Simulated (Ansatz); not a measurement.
**CH₄BFN₂: basis-set convergence**

One table from this session's results is given with a row withheld; the runs are named, their logs left out.

Computed with Ansatz 0.2.0, Gaussian basis. Level: one geometry, several basis sets.

Plan: PBE0-D4/def2-SVP; ωB97M-V/def2-SVP; PBE0-D4/def2-QZVPP; ωB97M-V/def2-QZVPP; the functionals' def2-TZVPP values are taken from earlier runs.

**The geometry**

All runs share one geometry, relaxed beforehand with PBE0-D4 in a triple-zeta def2 set.

SMILES `BNC(=N)F`, 9 atoms, charge 0, spin multiplicity 1.

Atoms are counted from 1 here; the program's logs count them from 0.

Bond lengths: B1–N2 1.407 Å, B1–H6 1.193 Å, B1–H7 1.187 Å, N2–C3 1.379 Å, N2–H8 1.009 Å, C3–N4 1.245 Å, C3–F5 1.351 Å, N4–H9 1.014 Å. Angles: N2–B1–H6 116.6°, N2–B1–H7 119.6°, H6–B1–H7 123.8°, B1–N2–C3 127.0°, B1–N2–H8 120.3°, C3–N2–H8 112.7°, N2–C3–N4 126.9°, N2–C3–F5 109.2°, N4–C3–F5 123.9°, C3–N4–H9 111.6°.

Set-up of the first run:

Contents of in.yaml:

```yaml
crystal:
  periodic: [false, false, false]
  atoms:
    - {symbol: B, position_ang: [-0.590083, 0.620061, -1.288299]}
    - {symbol: N, position_ang: [0.400552, -0.056798, -0.552793]}
    - {symbol: C, position_ang: [0.364006, -0.381940, 0.787260]}
    - {symbol: N, position_ang: [-0.550321, -0.129899, 1.593397]}
    - {symbol: F, position_ang: [1.499265, -1.035548, 1.115691]}
    - {symbol: H, position_ang: [-0.363930, 0.804935, -2.445405]}
    - {symbol: H, position_ang: [-1.585962, 0.971196, -0.745327]}
    - {symbol: H, position_ang: [1.249876, -0.361332, -1.003344]}
    - {symbol: H, position_ang: [-0.334805, -0.477075, 2.521620]}
basis:
  gaussian: {orbitals: def2-SVP}
hamiltonian: {xc: pbe0, dispersion: d4}
output: {orbitals: {seedname: orbitals}}
```

Run with:

```sh
$ ansatz run in.yaml --threads 2 --pin off --events-out ev --progress --plain --max-ram 4352MiB
```

Among the steps run: PBE0-D4 in def2-SVP; ωB97M-V in def2-SVP; PBE0-D4 in def2-QZVPP; ωB97M-V in def2-QZVPP.

One table of the session follows, with a row left open; its other results are not shown here.

It belongs to the step «Functionals by basis». 

| functional | basis | HOMO (eV) |
| --- | --- | --- |
| PBE0-D4 | def2-SVP | -8.17 |
| PBE0-D4 | def2-TZVPP | -8.31 |
| PBE0-D4 | def2-QZVPP | ? |
| ωB97M-V | def2-SVP | -10.43 |
| ωB97M-V | def2-TZVPP | -10.59 |
| ωB97M-V | def2-QZVPP | -10.63 |

**Question.** Estimate the row for PBE0-D4, def2-QZVPP.

As computed: HOMO (eV): -8.34. In the column «HOMO (eV)» it lies between ωB97M-V, def2-SVP (-10.43) and PBE0-D4, def2-TZVPP (-8.31).
